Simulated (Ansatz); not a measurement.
# Ge3Pt: the cost of one run

Program: Ansatz 0.2.0. Level of theory: DFT PBE, scalar-relativistic, plane waves, PAW. These are calculated values, not measurements.

**1. The structure to begin with**

It takes space group P4/mmm (No. 123, tetragonal). Conventional cell: a = 3.506 Å, b = 3.506 Å, c = 7.726 Å, α = 90.00°, β = 90.00°, γ = 90.00°. Ge (site symmetry 4mm) is surrounded by 1 Ge at 2.52 Å and 1 Pt at 2.60 Å. Ge (site symmetry 4/mmm) is surrounded by 4 Pt at 2.48 Å. Pt (site symmetry 4/mmm) has 6 Ge at 2.48 to 2.60 Å as nearest neighbours.

Coordinates:

```cif
data_structure
_symmetry_space_group_name_H-M 'P4/mmm'
_symmetry_Int_Tables_number 123
_cell_length_a 3.5060
_cell_length_b 3.5060
_cell_length_c 7.7256
_cell_angle_alpha 90.000
_cell_angle_beta 90.000
_cell_angle_gamma 90.000
_cell_volume 94.96
loop_
_atom_site_label
_atom_site_type_symbol
_atom_site_symmetry_multiplicity
_atom_site_Wyckoff_symbol
_atom_site_fract_x
_atom_site_fract_y
_atom_site_fract_z
_atom_site_occupancy
Ge1 Ge 2 g 0.00000 0.00000 0.66338 1
Ge2 Ge 1 c 0.50000 0.50000 0.00000 1
Pt1 Pt 1 a 0.00000 0.00000 0.00000 1
```

It is the end of an earlier relaxation with the same method, from a generated guess; it needn't be the stable form of this composition. At a tolerance of 0.05 Å it has space group P4/mmm (No. 123); it has 23.74 Å³/atom, an uncorrected energy of +0.35 eV/atom over the elements.

**2. Bands, states and charges**

The input, input.yaml:

```yaml
crystal:
  lattice:
    - [3.5060223256, 0.0, 0.0]
    - [0.0, 3.5060223256, 0.0]
    - [0.0, 0.0, 7.7255571476]
  atoms:
    - { symbol: Ge, position: [0.0, 0.0, 0.6633829136] }
    - { symbol: Ge, position: [0.0, 0.0, 0.3366170864] }
    - { symbol: Ge, position: [0.5, 0.5, 0.0] }
    - { symbol: Pt, position: [0.0, 0.0, 0.0] }
basis:
  ecutwfc: 420
kpoints:
  mp_grid: { grid: [14, 14, 6] }
  band_path:
    path:
      - [[0.0, 0.0, 0.0], [0.0, 0.5, 0.0], [0.5, 0.5, 0.0], [0.0, 0.0, 0.0], [0.0, 0.0, 0.5], [0.0, 0.5, 0.5], [0.5, 0.5, 0.5], [0.0, 0.0, 0.5]]
      - [[0.0, 0.5, 0.0], [0.0, 0.5, 0.5]]
      - [[0.5, 0.5, 0.0], [0.5, 0.5, 0.5]]
    npoints: 14
hamiltonian:
  xc: pbe
scf:
  occupations: { method: gaussian, width: 0.1 }
  n_extra_bands: 10
output:
  forces: true
  stress: true
  eigenvalues: true
  populations: true
  dos: { projected: true, de: 0.02, nscf_kmesh: { grid: [17, 17, 8] } }
  bader: true
  write_density: true
  write_potential: true
  elf: true
  volumetric_format: npy
```

Launch:

```console
ansatz run input.yaml --threads 1 --pin off --max-ram 2560MiB --backend cpu --events-out ev --progress --plain --runs-dir out
```

Q: Estimate wall time and peak memory on 1 thread of Intel Xeon at 2.50GHz (Skylake/Cascade Lake), shared host.

About 3.4 min, with a peak of 0.8 GiB.
